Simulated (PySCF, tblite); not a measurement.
# C4H10B2F2O: geometry, infrared bands and NMR shifts

Aim: predict the infrared bands and NMR shifts of C4H10B2F2O (`CBCO[C@H](C)B(F)F`).

Computed with tblite 0.8.0 and PySCF 2.14.0, with density-fitted response routines of our own, on a single molecule in the gas phase. Atoms are numbered from 0 throughout.

**1. Starting geometry**

19 atoms, charge 0, multiplicity 1; geometry from: force field or distance geometry start.

Bonds of the start (Å): C0–B1 1.61, B1–C2 1.58, C2–O3 1.39, O3–C4 1.39, C4–C5 1.53, C4–B6 1.59, B6–F7 1.46, B6–F8 1.43, C0–H9 1.10, C0–H10 1.13, C0–H11 1.12, B1–H12 1.18, C2–H13 1.13, C2–H14 1.09, C4–H15 1.11, C5–H16 1.10, C5–H17 1.13, C5–H18 1.13.

**2. Optimising the geometry with GFN2-xTB**

The job: settings as JSON, then the geometry in Å.

```
{"job": {"kind": "relax", "xc": "GFN2-xTB", "basis": "xTB"}, "charge": 0, "multiplicity": 1}
C      3.034100     0.644700    -0.060900
B      1.529100     0.286900    -0.510200
C      0.880000    -0.980400     0.177100
O     -0.439700    -1.062100    -0.243900
C     -1.163000     0.065600     0.134400
C     -2.351400    -0.394400     0.982900
B     -1.826500     0.643800    -1.194000
F     -2.332300    -0.367400    -2.110300
F     -2.597700     1.844900    -1.070700
H      3.562300     1.164400    -0.870600
H      2.968700     1.311000     0.844900
H      3.596200    -0.299300     0.172200
H      1.208500     0.652500    -1.583300
H      1.436800    -1.897500    -0.163000
H      0.933100    -0.882000     1.266300
H     -0.551300     0.809500     0.676200
H     -3.034000    -0.938600     0.313600
H     -2.019800    -1.107100     1.789700
H     -2.843100     0.514800     1.441900
```

The run is started by

```bash
$ OMP_NUM_THREADS=1 python probes_run.py task.json out
```

The driver reads the jobs from task.json and runs them one after another.

**Question.** This job is followed by: GFN2-xTB harmonic vibrations, gas phase; GIAO PBE0/pcSseg-1 NMR shielding, non-relativistic, gas phase. Predict these results of the whole session: strongest single infrared mode (GFN2-xTB); zero-point energy (GFN2-xTB); 13C shifts against TMS (PBE0/pcSseg-1); 1H shifts against TMS (PBE0/pcSseg-1, means over atoms taken as alike); 11B shifts against BF3·OEt2 (PBE0/pcSseg-1); 17O shifts against H2O (PBE0/pcSseg-1); 19F shifts against CFCl3 (PBE0/pcSseg-1, means over atoms taken as alike).

The runs gave:

```
                                                                 quantity                                   value
                                strongest single infrared mode (GFN2-xTB)                   1287 cm⁻¹, 222 km/mol
                                             zero-point energy (GFN2-xTB)                           89.3 kcal/mol
                                   13C shifts against TMS (PBE0/pcSseg-1)              82.0, 68.2, 19.0, 11.3 ppm
   1H shifts against TMS (PBE0/pcSseg-1, means over atoms taken as alike)  8.25, 4.78, 4.07, 2.85, 1.34, 0.93 ppm
                              11B shifts against BF3·OEt2 (PBE0/pcSseg-1)                          87.7, 27.3 ppm
                                   17O shifts against H2O (PBE0/pcSseg-1)                                38.5 ppm
19F shifts against CFCl3 (PBE0/pcSseg-1, means over atoms taken as alike)                               -82.0 ppm
```

Over 161 steps the energy fell by 1.495 eV; of the close pairs, B6–F7 changed most, 1.455 to 1.315 Å. All 51 modes are real, so the xTB geometry is a minimum. The strongest single mode, at 1287 cm⁻¹, moves mainly B6 and H15. Unscaled tight-binding wavenumbers are off by several per cent, some by more. Its intensities can rank the bands wrongly. The most deshielded carbon is C2 (sp3 CH2 bonded to B and O), at 82.0 ppm: pulled downfield by the heteroatom. At PBE0/pcSseg-1: The largest span, 284 ppm, is at F7, F8, where the paramagnetic term is -216 ppm.
